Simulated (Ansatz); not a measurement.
# EuCuSeF: the cost of one run

All numbers below are computed with Ansatz 0.2.0 (DFT PBEsol+U (U_eff = 6 eV on Eu 4f, 4 eV on Cu 3d), scalar-relativistic, plane waves, PAW).

4 further runs of the same task are left out: 4 set aside as unsound or not needed. Runs told in other sessions of the task aren't counted.

## 1. The starting structure

The cell holds 16 atoms (ClCu4Eu4F4Se3): a = 5.661 Å, b = 5.661 Å, c = 8.753 Å, α = 90.00°, β = 90.00°, γ = 90.00°.

Structure file:

```cif
data_structure
_symmetry_space_group_name_H-M 'P 1'
_symmetry_Int_Tables_number 1
_cell_length_a 5.6608
_cell_length_b 5.6608
_cell_length_c 8.7534
_cell_angle_alpha 90.000
_cell_angle_beta 90.000
_cell_angle_gamma 90.000
_cell_volume 280.50
loop_
_atom_site_label
_atom_site_type_symbol
_atom_site_fract_x
_atom_site_fract_y
_atom_site_fract_z
_atom_site_occupancy
Eu1 Eu 0.25000 0.75000 0.33417 1
Eu2 Eu 0.75000 0.25000 0.33417 1
Eu3 Eu 0.75000 0.75000 0.66583 1
Eu4 Eu 0.25000 0.25000 0.66583 1
Cu1 Cu 0.00475 0.49876 0.99853 1
Cu2 Cu 0.49676 0.02490 0.01490 1
Cu3 Cu 0.98760 0.01190 0.00078 1
Cu4 Cu 0.50399 0.48908 0.00146 1
Cl1 Cl 0.74544 0.24892 0.83440 1
Se1 Se 0.25000 0.75000 0.82826 1
Se2 Se 0.75000 0.75000 0.17174 1
Se3 Se 0.25000 0.25000 0.17174 1
F1 F 0.00000 0.50000 0.50000 1
F2 F 0.50000 0.00000 0.50000 1
F3 F 0.00000 0.00000 0.50000 1
F4 F 0.50000 0.50000 0.50000 1
```

The host was relaxed before at PBEsol+U (U_eff = 6 eV on Eu 4f, 4 eV on Cu 3d): a = 4.003 Å, b = 4.003 Å, c = 8.753 Å, α = 90.00°, β = 90.00°, γ = 90.00° (conventional cell), 17.531 Å³/atom.

Places, in fractions of the supercell: Cl in place of Se at (0.750, 0.250, 0.828). Its neighbours start displaced at random, with a spread of 0.05 Å in each coordinate.

## 2. Band edges of the host over the zone

Contents of input.yaml:

```yaml
crystal:
  lattice:
    - [4.0027677279, 0.0, 0.0]
    - [0.0, 4.0027677279, 0.0]
    - [0.0, 0.0, 8.7534465387]
  atoms:
    - { symbol: Eu, position: [0.5, 0.0, 0.3341737684], spin: 7.4 }
    - { symbol: Eu, position: [0.0, 0.5, 0.6658262316], spin: 7.4 }
    - { symbol: Cu, position: [0.5, 0.5, 0.0] }
    - { symbol: Cu, position: [0.0, 0.0, 0.0] }
    - { symbol: Se, position: [0.5, 0.0, 0.8282574706] }
    - { symbol: Se, position: [0.0, 0.5, 0.1717425294] }
    - { symbol: F, position: [0.5, 0.5, 0.5] }
    - { symbol: F, position: [0.0, 0.0, 0.5] }
basis:
  ecutwfc: 420
  xc_grid: 2
kpoints:
  mp_grid: { grid: [6, 6, 4] }
  band_path: { path: [VBM, CBM], npoints: 2 }
hamiltonian:
  xc: pbesol
  hubbard:
    sites:
      - { species: Eu, l: f, u_eff: 6.0 }
      - { species: Cu, l: d, u_eff: 4.0 }
scf:
  occupations: { method: gaussian, width: 0.02 }
  lower_state_search: "off"
output:
  forces: true
  stress: true
  eigenvalues: true
  populations: true
  hubbard: { sites: [{ species: Eu, l: f }] }
magnetization:
  spin_polarized: true
checkpoint:
  read: start.run
  write: ck
  compress: false
  write_wavefunctions: false
  write_every: 100000
```

It reads its starting density from start.run, saved by an earlier run on this cell.

Started as:

```sh
ansatz run input.yaml --threads 8 --pin off --max-ram 14336MiB --backend cpu --events-out ev --progress --plain --runs-dir out
```

**Question.** How long does this run take on 8 threads of Arm Neoverse V1, shared host, and how much memory does it need?

About 25 s, with a peak of 1.5 GiB.
